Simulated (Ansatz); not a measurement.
# NaSi8O16: the cost of one run

Program: Ansatz 0.2.0. Level of theory: DFT PBE+D3(BJ), plane waves, PAW, scalar-relativistic, collinear spin. These are calculated values, not measurements.

A COD entry behind a cell of this session may itself be a prediction, so a difference from it is no test against experiment.

**1. The starting structure**

The cell holds 25 atoms (NaO16Si8): a = 5.974 Å, b = 5.974 Å, c = 5.379 Å, α = 90.00°, β = 90.00°, γ = 90.00°.

As a file:

```xyz
25
Lattice="-4.2244 -4.2244 0.0000 4.2244 -4.2244 0.0000 0.0000 0.0000 5.3792" Properties=species:S:1:pos:R:3 pbc="T T T"
Si    0.0000   -4.2244    0.0000
Si    2.1122   -2.1122    1.3448
O     1.2965   -2.9279    0.0000
O     0.8157   -0.8157    1.3448
O    -1.2965   -5.5209    0.0000
O     3.4087   -3.4087    1.3448
Si    0.0000   -4.2244    2.6896
Si    2.1122   -2.1122    4.0344
O     1.2965   -2.9279    2.6896
O     0.8157   -0.8157    4.0344
O    -1.2965   -5.5209    2.6896
O     3.4087   -3.4087    4.0344
Si    0.0000    0.0000    0.0000
Si   -2.1122   -2.1122    1.3448
O    -2.9279   -2.9279    0.0000
O     0.8157   -5.0401    1.3448
O    -1.2965   -1.2965    0.0000
O    -0.8157   -3.4087    1.3448
Si    0.0000    0.0000    2.6896
Si   -2.1122   -2.1122    4.0344
O    -2.9279   -2.9279    2.6896
O     0.8157   -5.0401    4.0344
O    -1.2965   -1.2965    2.6896
O    -0.8157   -3.4087    4.0344
Na    2.1033   -4.2066    4.7054
```

**2. Preparing the start**

Input file input.yaml:

```yaml
crystal:
  lattice:
    - [-4.2244, -4.2244, 0.0]
    - [4.2244, -4.2244, 0.0]
    - [0.0, 0.0, 5.3792]
  atoms:
    - { symbol: Si, position: [0.5, 0.5, 0.0] }
    - { symbol: Si, position: [0.0, 0.5, 0.25] }
    - { symbol: O, position: [0.1931, 0.5, 0.0] }
    - { symbol: O, position: [0.0, 0.1931, 0.25] }
    - { symbol: O, position: [0.8069, 0.5, 0.0] }
    - { symbol: O, position: [0.0, 0.8069, 0.25] }
    - { symbol: Si, position: [0.5, 0.5, 0.5] }
    - { symbol: Si, position: [0.0, 0.5, 0.75] }
    - { symbol: O, position: [0.1931, 0.5, 0.5] }
    - { symbol: O, position: [0.0, 0.1931, 0.75] }
    - { symbol: O, position: [0.8069, 0.5, 0.5] }
    - { symbol: O, position: [0.0, 0.8069, 0.75] }
    - { symbol: Si, position: [0.0, 0.0, 0.0] }
    - { symbol: Si, position: [0.5, 0.0, 0.25] }
    - { symbol: O, position: [0.6931, 0.0, 0.0] }
    - { symbol: O, position: [0.5, 0.6931, 0.25] }
    - { symbol: O, position: [0.3069, 0.0, 0.0] }
    - { symbol: O, position: [0.5, 0.3069, 0.25] }
    - { symbol: Si, position: [0.0, 0.0, 0.5] }
    - { symbol: Si, position: [0.5, 0.0, 0.75] }
    - { symbol: O, position: [0.6931, 0.0, 0.5] }
    - { symbol: O, position: [0.5, 0.6931, 0.75] }
    - { symbol: O, position: [0.3069, 0.0, 0.5] }
    - { symbol: O, position: [0.5, 0.3069, 0.75] }
    - { symbol: Na, position: [0.2489457, 0.7468359, 0.8747471], spin: 1.0 }
magnetization:
  spin_polarized: true
basis:
  ecutwfc: 420.0
kpoints:
  mp_grid: { grid: [2, 2, 2] }
hamiltonian:
  xc: pbe
  dispersion: d3bj
  pseudopotentials: { kind: paw, azcp: { folder: soft_1 } }
scf:
  occupations: { method: fermi_dirac, width: 0.02 }
  lower_state_search: "off"
relax:
  f_tol: 0.08
  max_steps: 25
  adjacent_minimum: "off"
```

Launch:

```bash
$ ansatz run input.yaml --threads 2 --pin off --max-ram 5120MiB --backend cpu --events-out ev --progress --plain --runs-dir out
```

What time and memory should one allow on 2 threads of Arm Neoverse V1, shared host?

About 1.7 min, with a peak of 0.61 GiB.
